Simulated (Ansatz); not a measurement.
**AlRu: response to strain**

AlRu is deformed so: equal xx and yy strain of -1 %. What stress and forces result, by LAPW, PAW and all-electron datasets made for the crystal?

Computed with Ansatz 0.2.0 (DFT PBEsol, scalar-relativistic, unless a step's input says otherwise).

### 1 The structure to begin with

The structure is cubic, space group Pm-3m (No. 221). Conventional cell: a = 2.992 Å, b = 2.992 Å, c = 2.992 Å, α = 90.00°, β = 90.00°, γ = 90.00°. Around Al (site symmetry m-3m) lie 8 Ru at 2.59 Å. Ru (site symmetry m-3m) has 8 Al at 2.59 Å as nearest neighbours.

As a file:

```
CELL_PARAMETERS angstrom
2.99160 0.00000 0.00000
0.00000 2.99160 0.00000
0.00000 0.00000 2.99160
ATOMIC_POSITIONS crystal
Al 0.00000 0.00000 0.00000
Ru 0.50000 0.50000 0.50000
```

Atoms are numbered in the order of the input: Al1, Ru2.

### 2 After the deformation

Space group Pm-3m before, P4/mmm after.

### 3 All-electron LAPW

Contents of input.yaml:

```yaml
crystal:
  lattice:
    - [2.961684, 0.0, 0.0]
    - [0.0, 2.961684, 0.0]
    - [0.0, 0.0, 2.9916]
  atoms:
    - { symbol: Al, position: [0.0, 0.0, 0.0] }
    - { symbol: Ru, position: [0.5, 0.5, 0.5] }
kpoints:
  mp_grid: { grid: [12, 12, 12] }
  band_path:
    path:
      - [0.0, 0.0, 0.0]
      - [0.0, 0.5, 0.0]
      - [0.5, 0.5, 0.0]
      - [0.0, 0.0, 0.0]
      - [0.0, 0.0, 0.5]
      - [0.0, 0.5, 0.5]
      - [0.5, 0.5, 0.5]
      - [0.0, 0.0, 0.5]
      - [0.0, 0.5, 0.0]
    npoints: 5
scf:
  occupations: { method: fermi_dirac, width: 0.05 }
hamiltonian:
  xc: pbesol
  pseudopotentials: { kind: all_electron, lapw: { basis_error: 0.001 } }
output:
  forces: true
  stress: true
  eigenvalues: true
```

Started as:

```sh
$ ansatz run input.yaml --threads 1 --pin off --max-ram 3072MiB --backend cpu --events-out ev --progress --plain --runs-dir out
```

### 4 PAW with frozen cores

Contents of input.yaml:

```yaml
crystal:
  lattice:
    - [2.961684, 0.0, 0.0]
    - [0.0, 2.961684, 0.0]
    - [0.0, 0.0, 2.9916]
  atoms:
    - { symbol: Al, position: [0.0, 0.0, 0.0] }
    - { symbol: Ru, position: [0.5, 0.5, 0.5] }
kpoints:
  mp_grid: { grid: [12, 12, 12] }
scf:
  occupations: { method: fermi_dirac, width: 0.05 }
hamiltonian:
  xc: pbesol
  pseudopotentials: { kind: paw }
output:
  forces: true
  stress: true
  eigenvalues: true
  efg: { contact_densities: true }
```

### 5 Datasets made for this crystal

input.yaml, as its differences from that of step 4:

```diff
@@ -14,3 +14,3 @@
   xc: pbesol
-  pseudopotentials: { kind: paw }
+  pseudopotentials: { kind: all_electron, datasets: crystal }
 output:
```

(Steps that only read results are left out.)

Q: Predict the outcome of this session. Wanted: pressure; largest shear or deviatoric stress.

The runs gave:

| quantity | value |
| --- | --- |
| pressure | LAPW 0.88, PAW 0.94, crystal datasets 0.88 GPa |
| largest shear or deviatoric stress (LAPW) | 1.26 GPa |

**Reading.** The largest part of the stress beyond the pressure is 1.26 GPa in size, in the zz component; the atoms are carried along and not relaxed. No run of the undeformed cell stands beside it, so the pressure holds what the given cell had before the change. PAW: stress within 0.06 GPa of LAPW. Crystal datasets: stress within 0.01 GPa of LAPW.
